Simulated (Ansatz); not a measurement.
# TiSi4Ni3: properties of a relaxed candidate

This session takes a relaxed cell of TiSi4Ni3 and sets out to compute bands, density of states and charges.

Method: DFT PBE, scalar-relativistic, plane waves, PAW, in Ansatz 0.2.0.

1 further run of the same task is left out (set aside as unsound or not needed).

## 1. The structure to begin with

Symmetry: Pmm2, No. 25, orthorhombic system. The conventional cell has a = 3.727 Å, b = 5.810 Å, c = 4.754 Å, α = 90.00°, β = 90.00°, γ = 90.00°. Ti (site symmetry mm2) has 8 Si at 2.58 to 2.84 Å and 4 Ni at 2.92 to 2.94 Å as nearest neighbours. Around Si (site symmetry m) lie 4 Ni at 2.38 to 2.43 Å and 3 Si at 2.40 to 2.71 Å and 2 Ti at 2.58 Å. Si (site symmetry m) is surrounded by 5 Ni at 2.33 to 2.41 Å and 2 Ti at 2.67 to 2.84 Å and 3 Si at 2.71 to 2.77 Å. Ni (site symmetry mm2) has 6 Si at 2.38 to 2.41 Å and 2 Ni at 2.53 Å as nearest neighbours. Ni (site symmetry mm2) is surrounded by 6 Si at 2.37 to 2.43 Å and 2 Ni at 2.53 Å. Ni (site symmetry mm2) is surrounded by 6 Si at 2.33 to 2.42 Å.

Structure file:

```cif
data_structure
_symmetry_space_group_name_H-M 'Pmm2'
_symmetry_Int_Tables_number 25
_cell_length_a 3.7270
_cell_length_b 5.8096
_cell_length_c 4.7539
_cell_angle_alpha 90.000
_cell_angle_beta 90.000
_cell_angle_gamma 90.000
_cell_volume 102.93
loop_
_atom_site_label
_atom_site_type_symbol
_atom_site_symmetry_multiplicity
_atom_site_Wyckoff_symbol
_atom_site_fract_x
_atom_site_fract_y
_atom_site_fract_z
_atom_site_occupancy
Ti1 Ti 1 c 0.50000 0.00000 0.52779 1
Si1 Si 2 g 0.00000 0.70655 0.63912 1
Si2 Si 2 h 0.50000 0.23864 0.04834 1
Ni1 Ni 1 b 0.00000 0.50000 0.07170 1
Ni2 Ni 1 d 0.50000 0.50000 0.43020 1
Ni3 Ni 1 a 0.00000 0.00000 0.00138 1
```

The cell was relaxed beforehand at this level, from a generated guess; it needn't be the stable form of this composition. At a tolerance of 0.05 Å it has space group Pmm2 (No. 25); it has 12.87 Å³/atom, an uncorrected energy of -0.38 eV/atom over the elements.

## 2. Static run: bands, density of states and charges

Contents of input.yaml:

```yaml
crystal:
  lattice:
    - [3.7269813628, 0.0, 0.0]
    - [0.0, 5.8096247844, 0.0]
    - [0.0, 0.0, 4.7539302597]
  atoms:
    - { symbol: Ti, position: [0.5, 0.0, 0.5277881109] }
    - { symbol: Si, position: [0.0, 0.7065519226, 0.6391239199] }
    - { symbol: Si, position: [0.0, 0.2934480774, 0.6391239199] }
    - { symbol: Si, position: [0.5, 0.2386395339, 0.0483430398] }
    - { symbol: Si, position: [0.5, 0.7613604661, 0.0483430398] }
    - { symbol: Ni, position: [0.0, 0.5, 0.0716950982] }
    - { symbol: Ni, position: [0.5, 0.5, 0.4302018505] }
    - { symbol: Ni, position: [0.0, 0.0, 1.0013810209] }
basis:
  ecutwfc: 420
kpoints:
  mp_grid: { grid: [10, 8, 8] }
  band_path:
    path:
      - [[0.0, 0.0, 0.0], [0.5, 0.0, 0.0], [0.5, 0.5, 0.0], [0.0, 0.5, 0.0], [0.0, 0.0, 0.0], [0.0, 0.0, 0.5], [0.5, 0.0, 0.5], [0.5, 0.5, 0.5], [0.0, 0.5, 0.5], [0.0, 0.0, 0.5]]
      - [[0.5, 0.0, 0.0], [0.5, 0.0, 0.5]]
      - [[0.0, 0.5, 0.0], [0.0, 0.5, 0.5]]
      - [[0.5, 0.5, 0.0], [0.5, 0.5, 0.5]]
    npoints: 14
hamiltonian:
  xc: pbe
scf:
  occupations: { method: gaussian, width: 0.1 }
  n_extra_bands: 20
output:
  forces: true
  stress: true
  eigenvalues: true
  populations: true
  dos: { projected: true, de: 0.02, nscf_kmesh: { grid: [12, 10, 10] } }
  bader: true
```

Command:

```
> ansatz run input.yaml --threads 4 --pin off --max-ram 8192MiB --backend cpu --events-out ev --progress --plain --runs-dir out
```

Output:

```text
Warning: RAYON_NUM_THREADS=4 ignored (pool sized by the plan → 4); use --threads N
scf.n_extra_bands = 20 over 41 filled bands (N_el = 82.0): the run solves 61 bands
Engine: ansatz 0.2.0, x86_64-unknown-linux-gnu
Pseudopotentials: kind: paw
Pseudopotential: Ti, paw, valence charge 12, recommended cutoff 420 eV (normal), Ti.paw.azcp
Pseudopotential: Si, paw, valence charge 4, recommended cutoff 420 eV (normal), Si.paw.azcp
Pseudopotential: Ni, paw, valence charge 18, recommended cutoff 420 eV (normal), Ni.paw.azcp
Functional definition: PBE
  parameter kappa = 0.804
  parameter beta = 0.06672455060314922
  exchange = pbe_x(kappa = kappa, mu = beta*pi^2/3)
  correlation = pbe_c(beta = beta)
Crystal: 8 atoms, lattice volume = 102.934 Å³
Basis set: ecut = 420 eV, 2009 PW (Γ), exchange–correlation on 50×80×64 points (8 copies of the dense FFT grid, shifted against one another)
Bands: 61, of which v1, the nominal top of the filled ones, is band 41 counted from 1 (40 counted from 0)
Symmetry: 4 space group operations
Space group: Pmm2 (ITA 25), of the structure as read, at distance tolerance 4.7e-5 Å
k-points: 150 of 640 (time reversal used)
Non-local potential: Ti, projectors of the file, l = 0: 3, l = 1: 2, l = 2: 3, l = 3: 1
Non-local potential: Si, projectors of the file, l = 0: 2, l = 1: 2, l = 2: 2
Non-local potential: Ni, projectors of the file, l = 0: 3, l = 1: 2, l = 2: 3, l = 3: 1
PAW form: soft (Blöchl's): semilocal exchange-correlation on the pseudo side does not see the compensation charge
PAW one-centre angular grid: Ti, 590 points (default); XC on 64 Gauss nodes
PAW one-centre angular grid: Si, 110 points (default); XC on 64 Gauss nodes
PAW one-centre angular grid: Ni, 590 points (default); XC on 64 Gauss nodes
Initial density: superposition of atomic densities (neutral atoms: chi_scale 0, normalization atom), corrected by the library's trained network
Initial wavefunctions: pseudopotential atomic-orbital guess
Functional: x = pbe(κ = 0.804, μ = 0.2195149727645171), c = pbe(β = 0.06672455060314922)
SCF iter   1: F=—  HF=-22565.134886 eV  |F-HF|=—  |Δ(HF+E_count)|=         —  Δρ=7.03e-3  dr2=4.15e-2  ethr=1.77e-3  ⟨swp⟩=5.2  Hψ=35860  notcnv=0  defer=705
preconditioner: auto → Kerker (q_TF=auto, 2.627 Å⁻¹)  [metal: Δε(μ)=0.006 eV  Ē_g=8.930 eV  σ=0.100 eV  W_gap=0.04  n_scr=32 (ndim 8)  ℏωp=25.9 eV  f_vac=0.000  D(μ)=2.87/eV (n_scr^D=20)]
SCF iter   2: F=—  HF=-22565.132422 eV  |F-HF|=—  |Δ(HF+E_count)|=   2.46e-3  Δρ=3.64e-3  dr2=1.54e-2  ethr=5.06e-5  ⟨swp⟩=1.1  Hψ=10672  notcnv=0  defer=822
SCF iter   3: F=—  HF=-22565.131203 eV  |F-HF|=—  |Δ(HF+E_count)|=   1.22e-3  Δρ=1.10e-3  dr2=1.46e-3  ethr=1.87e-5  ⟨swp⟩=1.5  Hψ=8932  notcnv=0  defer=822
SCF iter   4: F=—  HF=-22565.131010 eV  |F-HF|=—  |Δ(HF+E_count)|=   1.93e-4  Δρ=2.95e-4  dr2=2.75e-4  ethr=1.78e-6  ⟨swp⟩=2.1  Hψ=10718  notcnv=0  defer=822
SCF iter   5: F=—  HF=-22565.130967 eV  |F-HF|=—  |Δ(HF+E_count)|=   4.27e-5  Δρ=1.38e-4  dr2=2.66e-5  ethr=3.36e-7  ⟨swp⟩=2.2  Hψ=10864  notcnv=0  defer=822
SCF iter   6: F=—  HF=-22565.130909 eV  |F-HF|=—  |Δ(HF+E_count)|=   5.84e-5  Δρ=7.04e-5  dr2=3.79e-6  ethr=3.24e-8  ⟨swp⟩=2.0  Hψ=11251  notcnv=0  defer=822
SCF iter   7: F=—  HF=-22565.130909 eV  |F-HF|=—  |Δ(HF+E_count)|=   1.51e-7  Δρ=2.08e-5  dr2=4.15e-7  ethr=4.62e-9  ⟨swp⟩=2.3  Hψ=9855  notcnv=0  defer=822
SCF iter   8: F=-22565.130909 eV  HF=-22565.130909 eV  |F-HF|=1.57e-8  |Δ(HF+E_count)|=   4.14e-8  Δρ=3.36e-6  dr2=1.20e-8  ethr=1.22e-10  ⟨swp⟩=10.6  Hψ=47415  notcnv=0
SCF 1 converged in 8 iterations: F = -22565.130909 eV  dr2 = 1.20e-8
NSCF: frozen V_eff on 172 k-points
NSCF: frozen V_eff on 252 k-points
SCF converged after 8 iterations
Free energy (F): -22565.130909 eV
Harris-Foulkes:  -22565.130909 eV  (|F-HF|=1.57e-8)
Internal energy: -22565.116478 eV  (E = F + TS)
E sigma→0 (E₀):  -22565.123693 eV
Entropy (-TS):   -0.014431 eV (-1.804 meV/atom)
Fermi energy:    14.108497 eV
--- Per-component energies (eV) ---
  E_band       = -1116.988436
  E_kinetic    = 1299.825141
  E_local      = -14773.983056  (includes V_loc(G=0)·N_el)
  E_nonlocal   = 2018.902710
  E_hartree    = 6376.638249
  E_xc         = -580.264186
  E_vxc        = -647.458884  (∫ρ·V_xc dr)
  E_paw        = -7993.271962  (= ΣΔE_a)
  E_vpaw       = -1767.555497  (= ΣTr[D̂ρ^β])
  E_aug_tail   = 0.001621  (compensation charges beyond the density's cutoff)
  E_ewald      = -8912.964995
  E_smearing   = -0.014431  (= −TS)
  E_closure    = -0.000000  (closes the sum)
  Σ components = -22565.130909   (vs F -22565.130909, Δ=0.00e0)
--- Forces (eV/Å), atoms counted from 1 ---
  atom   1  Ti     0.00000000     0.00000000    -0.00508161
  atom   2  Si     0.00000000    -0.00426849     0.00139892
  atom   3  Si    -0.00000000     0.00426849     0.00139892
  atom   4  Si     0.00000000    -0.00108274     0.00382148
  atom   5  Si     0.00000000     0.00108274     0.00382148
  atom   6  Ni     0.00000000     0.00000000    -0.00248902
  atom   7  Ni     0.00000000     0.00000000    -0.00051902
  atom   8  Ni     0.00000000     0.00000000    -0.00239599
  max |Σ_I F_I| component: 4.48e-5 eV/Å
--- Stress (GPa, compression-positive) ---
        0.028145       0.000000       0.000000
        0.000000      -0.035734       0.000000
        0.000000       0.000000       0.022612
  P = ⅓ Tr σ = 0.0050 GPa (0.050 kbar)
--- Band table (eV; the first three rows and the last of 150) ---
  k-point 0: bands = ["-89.5590", "-89.4845", "-89.3373", "-50.1278", "-49.9599", "-49.9418", "-49.8960", "-49.8482", "-49.8219", "-49.8209", "-49.7382", "-49.6964", "-42.5447", "-18.9112", "-18.8622", "-18.7828", "1.3219", "4.9237", "5.4013", "7.1979", "8.5142", "8.8485", "9.2174", "9.6077", "10.4493", "10.5460", "10.6481", "11.2536", "11.3570", "11.3612", "11.4649", "11.7576", "11.9113", "12.2160", "12.4549", "12.7433", "12.7724", "12.9461", "13.6501", "13.7277", "14.0269", "14.2000", "15.4476", "15.7707", "16.2987", "16.6775", "17.0671", "17.5047", "17.7726", "18.2091", "18.2092", "18.7432", "19.2692", "20.7082", "21.1734", "21.3243", "21.5982", "21.8914", "22.7353", "23.2133", "23.6034"]
  k-point 1: bands = ["-89.5590", "-89.4845", "-89.3373", "-50.1278", "-49.9599", "-49.9418", "-49.8959", "-49.8482", "-49.8219", "-49.8209", "-49.7382", "-49.6964", "-42.5447", "-18.9118", "-18.8622", "-18.7827", "1.4111", "4.9684", "5.2279", "7.0382", "8.5655", "8.7528", "9.2215", "9.6445", "10.4546", "10.6317", "10.8537", "11.2663", "11.3147", "11.3180", "11.4944", "11.7804", "11.9063", "12.1310", "12.5095", "12.7087", "12.7578", "12.9361", "13.4761", "13.8761", "14.0171", "14.3448", "15.1834", "15.6630", "16.5265", "16.5563", "17.0195", "17.4839", "18.1436", "18.1844", "18.5094", "18.6587", "19.2054", "20.6886", "21.0205", "21.4161", "21.8785", "21.9168", "22.5003", "23.1399", "23.5403"]
  k-point 2: bands = ["-89.5590", "-89.4845", "-89.3373", "-50.1278", "-49.9599", "-49.9418", "-49.8959", "-49.8481", "-49.8219", "-49.8210", "-49.7384", "-49.6964", "-42.5447", "-18.9131", "-18.8622", "-18.7826", "1.6660", "4.6968", "5.0895", "7.0149", "8.0323", "8.9718", "9.3202", "9.7436", "10.4681", "10.7442", "11.1638", "11.1986", "11.2090", "11.2292", "11.5701", "11.8385", "11.8977", "12.0285", "12.5381", "12.6094", "12.6970", "12.9105", "13.2656", "13.9937", "14.3182", "14.6914", "14.8758", "15.6796", "16.2512", "16.5948", "16.8213", "17.8059", "18.0024", "18.5284", "18.8272", "19.0773", "19.3780", "20.4804", "20.6548", "21.5271", "21.5440", "22.1766", "22.6966", "23.0269", "23.1491"]
  k-point 149: bands = ["-89.5590", "-89.4844", "-89.3375", "-50.1286", "-49.9594", "-49.9417", "-49.8918", "-49.8669", "-49.8219", "-49.8088", "-49.7372", "-49.6968", "-42.5428", "-18.9110", "-18.8988", "-18.7782", "4.3931", "5.2384", "5.3115", "5.9968", "7.6697", "7.8017", "8.2995", "8.6736", "10.3813", "10.4835", "10.6687", "11.0834", "11.2762", "11.3817", "11.4783", "11.5251", "11.5756", "11.9253", "12.2189", "12.2389", "12.2937", "12.6097", "12.7330", "13.0273", "14.2515", "14.5382", "15.5458", "15.8190", "16.1656", "17.1098", "17.3072", "17.3178", "18.0927", "18.3202", "19.0342", "19.9992", "20.1422", "20.5017", "20.7444", "21.1613", "21.1847", "22.4672", "22.4912", "23.1249", "26.3278"]
--- Löwdin populations: 8 sites ---
  site symbol       q [e]
     0     Ti     11.6141
     1     Si      4.2497
     2     Si      4.2497
     3     Si      4.2276
     4     Si      4.2276
     5     Ni     17.5526
     6     Ni     17.5090
     7     Ni     17.4898
  spilling = 0.010729 (of n_electrons = 82.000000)
--- Bader charges: 8 sites ---
  site symbol  charge [e]  shift [e]
     0     Ti      1.2027     0.0048
     1     Si     -0.0768     0.0023
     2     Si     -0.0768     0.0023
     3     Si      0.1158     0.0056
     4     Si      0.1158     0.0056
     5     Ni     -0.3629     0.0054
     6     Ni     -0.4035     0.0086
     7     Ni     -0.5143     0.0066
  estimated error of the sums over rays = 8.0e-4 e
```

Run time: 98 s. Hardware: 4 threads of Intel Xeon at 2.70GHz, shared host; peak memory 1.4 GiB.

By site:

| atom | Löwdin electrons | Bader charge (e) | Bader volume (Å³) |
| --- | --- | --- | --- |
| Ti1 | 11.61 | +1.20 | 10.5 |
| Si2 | 4.25 | -0.08 | 14.2 |
| Si3 | 4.25 | -0.08 | 14.2 |
| Si4 | 4.23 | +0.12 | 13.3 |
| Si5 | 4.23 | +0.12 | 13.3 |
| Ni6 | 17.55 | -0.36 | 12.0 |
| Ni7 | 17.51 | -0.40 | 12.3 |
| Ni8 | 17.49 | -0.51 | 13.0 |

The Löwdin counts miss 0.88 of the 82 electrons, which the atomic orbitals do not span, so they are no charges.

From bands.tsv, the levels nearest the Fermi level at the path's corners, in eV from the Fermi level:

| point | band 38 | band 39 | band 40 | band 41 | band 42 | band 43 | band 44 | band 45 |
| --- | --- | --- | --- | --- | --- | --- | --- | --- |
| Γ | -1.16 | -0.46 | -0.38 | -0.08 | 0.09 | 1.34 | 1.66 | 2.19 |
| X | -1.20 | -1.07 | -0.92 | -0.88 | -0.57 | 0.32 | 1.44 | 1.68 |
| S | -1.45 | -1.24 | -0.75 | -0.23 | 0.07 | 0.29 | 0.96 | 1.74 |
| Y | -1.28 | -0.99 | -0.74 | -0.19 | 0.81 | 0.94 | 1.24 | 1.48 |
| Γ | -1.16 | -0.46 | -0.38 | -0.08 | 0.09 | 1.34 | 1.66 | 2.19 |
| Z | -1.25 | -1.00 | -0.15 | 0.73 | 0.83 | 0.86 | 1.85 | 2.31 |
| U | -1.43 | -1.37 | -1.00 | -0.75 | -0.29 | 0.22 | 1.98 | 2.06 |
| R | -1.50 | -1.38 | -1.08 | 0.14 | 0.43 | 1.44 | 1.71 | 2.06 |
| T | -0.89 | -0.77 | -0.71 | 0.57 | 0.84 | 1.19 | 1.36 | 2.03 |
| Z | -1.25 | -1.00 | -0.15 | 0.73 | 0.83 | 0.86 | 1.85 | 2.31 |
| X | -1.20 | -1.07 | -0.92 | -0.88 | -0.57 | 0.32 | 1.44 | 1.68 |
| U | -1.43 | -1.37 | -1.00 | -0.75 | -0.29 | 0.22 | 1.98 | 2.06 |
| Y | -1.28 | -0.99 | -0.74 | -0.19 | 0.81 | 0.94 | 1.24 | 1.48 |
| T | -0.89 | -0.77 | -0.71 | 0.57 | 0.84 | 1.19 | 1.36 | 2.03 |
| S | -1.45 | -1.24 | -0.75 | -0.23 | 0.07 | 0.29 | 0.96 | 1.74 |
| R | -1.50 | -1.38 | -1.08 | 0.14 | 0.43 | 1.44 | 1.71 | 2.06 |

Counts of states by energy window (eV from the Fermi level), total and by projection:

| from | to | total | Ti 3d | Si 3s | Si 3p | Ni 3d |
| --- | --- | --- | --- | --- | --- | --- |
| -8 | -7 | 1.29 | 0.06 | 0.58 | 0.38 | 0.17 |
| -7 | -6 | 1.88 | 0.07 | 0.39 | 0.90 | 0.28 |
| -6 | -5 | 2.68 | 0.09 | 0.23 | 1.49 | 0.58 |
| -5 | -4 | 5.33 | 0.22 | 0.18 | 2.46 | 2.20 |
| -4 | -3 | 6.59 | 0.26 | 0.12 | 1.55 | 4.39 |
| -3 | -2 | 11.68 | 0.43 | 0.11 | 1.05 | 9.66 |
| -2 | -1 | 9.90 | 0.84 | 0.22 | 1.19 | 7.26 |
| -1 | 0 | 4.69 | 1.11 | 0.20 | 1.00 | 2.06 |
| 0 | 1 | 3.65 | 1.23 | 0.19 | 0.94 | 0.91 |
| 1 | 2 | 3.87 | 1.60 | 0.46 | 0.81 | 0.59 |
| 2 | 3 | 4.31 | 1.48 | 0.57 | 1.11 | 0.43 |
| 3 | 4 | 4.69 | 1.08 | 0.47 | 1.77 | 0.36 |
| 4 | 5 | 4.02 | 0.52 | 0.25 | 1.76 | 0.24 |
| 5 | 6 | 3.69 | 0.34 | 0.17 | 1.49 | 0.16 |

A further 38 or so states lie below the table's range.

## 3. Variant: xc_grid 2, dispersion d3bjatm, pseudopotentials.kind nc, ecutwfc left out

Contents of input.yaml:

```yaml
crystal:
  lattice:
    - [3.7269813628, 0.0, 0.0]
    - [0.0, 5.8096247844, 0.0]
    - [0.0, 0.0, 4.7539302597]
  atoms:
    - { symbol: Ti, position: [0.5, 0.0, 0.5277881109] }
    - { symbol: Si, position: [0.0, 0.7065519226, 0.6391239199] }
    - { symbol: Si, position: [0.0, 0.2934480774, 0.6391239199] }
    - { symbol: Si, position: [0.5, 0.2386395339, 0.0483430398] }
    - { symbol: Si, position: [0.5, 0.7613604661, 0.0483430398] }
    - { symbol: Ni, position: [0.0, 0.5, 0.0716950982] }
    - { symbol: Ni, position: [0.5, 0.5, 0.4302018505] }
    - { symbol: Ni, position: [0.0, 0.0, 1.0013810209] }
basis:
  xc_grid: 2
kpoints:
  mp_grid: { grid: [10, 8, 8] }
hamiltonian:
  xc: pbe
  dispersion: d3bjatm
  pseudopotentials: { kind: nc }
scf:
  occupations: { method: gaussian, width: 0.1 }
output:
  forces: true
  eigenvalues: true
  stress: true
```

Command:

```
> ansatz run input.yaml --threads 4 --pin off --max-ram 8192MiB --backend cpu --events-out ev --progress --plain --runs-dir out
```

Output, cut to the lines that bear on the results:

```text
Warning: RAYON_NUM_THREADS=4 ignored (pool sized by the plan → 4); use --threads N
[...]
Pseudopotentials: kind: nc
Pseudopotential: Ti, nc, valence charge 12, recommended cutoff 1155 eV (normal), Ti.nc.azcp
Pseudopotential: Si, nc, valence charge 4, recommended cutoff 489.804952 eV (normal), Si.nc.azcp
Pseudopotential: Ni, nc, valence charge 18, recommended cutoff 1400 eV (normal), Ni.nc.azcp
[... 1 set-up line as earlier in the session ...]
[...]
Crystal: 8 atoms, lattice volume = 102.934 Å³
Basis set: ecut = 1400 eV, 12245 PW (Γ), exchange–correlation on 96×144×120 points (8 copies of the dense FFT grid, shifted against one another)
Bands: 50, of which v1, the nominal top of the filled ones, is band 41 counted from 1 (40 counted from 0)
[... 2 set-up lines as earlier in the session ...]
k-points: 150 of 640 (time reversal used)
[...]
SCF converged after 14 iterations
Free energy (F): -15993.888287 eV
[...]
E sigma→0 (E₀):  -15993.881064 eV
Entropy (-TS):   -0.014447 eV (-1.806 meV/atom)
Fermi energy:    14.146458 eV
[...]
--- Forces (eV/Å), atoms counted from 1 ---
  atom   1  Ti     0.00000000     0.00000000    -0.01197545
  atom   2  Si     0.00000000    -0.01180634     0.00692406
  atom   3  Si    -0.00000000     0.01180634     0.00692406
  atom   4  Si    -0.00000000    -0.00553816     0.00644682
  atom   5  Si    -0.00000000     0.00553816     0.00644682
  atom   6  Ni     0.00000000     0.00000000    -0.02049385
  atom   7  Ni     0.00000000     0.00000000     0.00781483
  atom   8  Ni     0.00000000     0.00000000    -0.00208796
[...]
--- Stress (GPa, compression-positive) ---
       -4.931493       0.000000       0.000000
        0.000000      -5.035084       0.000000
        0.000000       0.000000      -4.878074
  P = ⅓ Tr σ = -4.9482 GPa (-49.482 kbar)
--- Band table (eV; the first three rows and the last of 150) ---
[...]
```

Wall time 2.3 min (4 threads of Intel Xeon at 2.70GHz, shared host); peak memory 2.5 GiB.

| run | ending | energy change | pressure (GPa) | gap (eV) | force (eV/Å) | cycles | time |
| --- | --- | --- | --- | --- | --- | --- | --- |
| step 2 | converged | - | 0.0 | 0.00 | 0.01 | 8 | 98 s |
| variant | converged | not comparable | -4.9 | 0.00 | 0.02 | 14 | 2.3 min |

Total energies don't compare across a change of potentials; the pressure goes from 0.0 to -4.9 GPa. The numerical grids, dispersion term and cutoff changed too.

## 4. Results

```
                 quantity                                             value
                      gap                                      none (metal)
states at the Fermi level                              3.20 per eV per cell
            Bader charges  Ti +1.20, Si -0.08 to +0.12, Ni -0.51 to -0.36 e
```

In words: Bands cross the Fermi level: a metal at this level of theory. Of the projected weight within 0.25 eV of the Fermi level, the largest part is Ni 3d (33 %) and Ti 3d (32 %). Bader charges reach 1.2 e, so charge transfer in this metal is strong. Spin polarisation is off in the runs that give these values; a magnetic solution could lie lower.
